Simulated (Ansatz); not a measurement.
BrHOSn, SMILES [OH][Sn][Br]: vertical spin-state energies, run with the Ansatz DFT code, driven from Python.

`brhosn_spin.py`
```python
import ansatz as az

GEOMETRY = """
O    -0.49780    0.59910   -0.83320
Sn   -0.21490   -0.48460    0.74960
Br    2.21920   -0.97960    0.90820
H    -1.45090    0.80480   -0.84500
"""

system = az.Crystal.molecule()
for line in GEOMETRY.strip().splitlines():
    symbol, *xyz = line.split()
    system = system.atom(symbol, [float(v) for v in xyz])

job = (
    system.calculation()
    .basis(gaussian="def2-SVP")
    .functional("PBE0", dispersion="d4")
)
found = {}
for unpaired in [0, 2]:
    report = job.spin("collinear", total=unpaired).run().report
    s = unpaired / 2
    found[unpaired] = report["free_energy_ev"]
    print(f"2S+1 = {unpaired + 1}: E = {found[unpaired]:.5f} eV, <S^2> = {abs(report['mean_field']['state']['spin_squared']):.3f} (pure state {s * (s + 1):.2f})")
lowest = min(found, key=found.get)
for unpaired, e in found.items():
    print(f"multiplicity {unpaired + 1}: {96.485332 * (e - found[lowest]):.1f} kJ/mol above the lowest")
```

Which spin state is lowest at this geometry, and how far above lie the others?

In order: multiplicity 1 (+0.00 eV) and multiplicity 3 (+2.63 eV), all at the one geometry.

The run itself:

```console
$ python brhosn_spin.py
2S+1 = 1: E = -77922.74588 eV, <S^2> = 0.000 (pure state 0.00)
2S+1 = 3: E = -77920.11159 eV, <S^2> = 2.006 (pure state 2.00)
multiplicity 1: 0.0 kJ/mol above the lowest
multiplicity 3: 254.2 kJ/mol above the lowest
```

Total energies depend on the basis set; only differences at equal settings carry meaning. The geometry is a force-field or estimated start, not a minimum of this method, and the basis set is short of its limit. All parts are taken at fixed geometry, without zero-point energy. def2 sets replace the cores of elements past krypton by effective core potentials. Spin-orbit coupling, which mixes and shifts the spin states of heavy atoms, is left out. Wall time of the script: 6.2 s on 1 thread of Intel(R) Xeon(R) Processor @ 2.30GHz, with other jobs on the host, peak memory 0.32 GiB.
